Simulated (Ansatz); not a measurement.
**CH₇AlSn: basis-set convergence**

One table from this session's results is given with a row withheld; the runs are named, their logs left out.

Computed with Ansatz 0.2.0, Gaussian basis. Level: one geometry, several basis sets.

Plan: PBE0-D4/def2-SVP; ωB97M-V/def2-SVP; PBE0-D4/def2-QZVPP; ωB97M-V/def2-QZVPP; the functionals' def2-TZVPP values are taken from earlier runs.

## The relaxed structure

The geometry comes from an earlier relaxation with PBE0-D4 in a triple-zeta def2 set; it is a stationary point, not always the lowest conformer. Sn takes the def2 core potential; no spin-orbit term is included.

SMILES `[CH3][SnH2][AlH2]`, 10 atoms, charge 0, spin multiplicity 1.

Atoms are counted from 1 here; the program's logs count them from 0.

Bond lengths: C1–Sn2 2.152 Å, C1–H4 1.090 Å, C1–H5 1.090 Å, C1–H6 1.090 Å, Sn2–Al3 2.662 Å, Sn2–H7 1.719 Å, Sn2–H8 1.718 Å, Al3–H9 1.591 Å, Al3–H10 1.590 Å. Angles: Sn2–C1–H4 109.7°, Sn2–C1–H5 110.0°, Sn2–C1–H6 110.0°, H4–C1–H5 109.1°, H4–C1–H6 109.1°, H5–C1–H6 108.9°, C1–Sn2–Al3 114.5°, C1–Sn2–H7 107.3°, C1–Sn2–H8 107.4°, Al3–Sn2–H7 110.7°, Al3–Sn2–H8 111.2°, H7–Sn2–H8 105.4°, Sn2–Al3–H9 120.9°, Sn2–Al3–H10 120.7°, H9–Al3–H10 118.4°.

Set-up of the first run:

File in.yaml:

```yaml
crystal:
  periodic: [false, false, false]
  atoms:
    - {symbol: C, position_ang: [-1.549969, 0.673395, -0.643768]}
    - {symbol: Sn, position_ang: [0.346905, -0.341352, -0.689297]}
    - {symbol: Al, position_ang: [1.590533, -0.458451, 1.660938]}
    - {symbol: H, position_ang: [-1.995775, 0.664391, -1.638376]}
    - {symbol: H, position_ang: [-2.223433, 0.174562, 0.053222]}
    - {symbol: H, position_ang: [-1.413406, 1.706504, -0.324098]}
    - {symbol: H, position_ang: [0.066210, -1.920517, -1.306862]}
    - {symbol: H, position_ang: [1.320615, 0.442907, -1.867834]}
    - {symbol: H, position_ang: [0.894632, 0.092351, 2.981048]}
    - {symbol: H, position_ang: [3.046689, -1.085089, 1.777926]}
basis:
  gaussian: {orbitals: def2-SVP}
hamiltonian: {xc: pbe0, dispersion: d4}
output: {orbitals: {seedname: orbitals}}
```

Command:

```
$ ansatz run in.yaml --threads 2 --pin off --events-out ev --progress --plain --max-ram 4352MiB
```

Among the steps run: PBE0-D4 in def2-SVP; ωB97M-V in def2-SVP; PBE0-D4 in def2-QZVPP; ωB97M-V in def2-QZVPP.

One of the session's tables, all rows but one given; the rest of the session is left out.

It belongs to the step «Density functionals: the series». 

```
functional       basis  HOMO (eV)  LUMO (eV)
   PBE0-D4    def2-SVP      -7.15      -2.11
   PBE0-D4  def2-TZVPP      -7.16      -2.13
   PBE0-D4  def2-QZVPP      -7.16      -2.14
   ωB97M-V    def2-SVP          ?          ?
   ωB97M-V  def2-TZVPP      -9.11      -0.52
   ωB97M-V  def2-QZVPP      -9.11      -0.60
```

**Question.** Estimate the row for ωB97M-V, def2-SVP.

**Answer.** HOMO (eV): -9.07; LUMO (eV): -0.43. In the column «HOMO (eV)» it lies between ωB97M-V, def2-QZVPP (-9.11) and PBE0-D4, def2-TZVPP (-7.16).
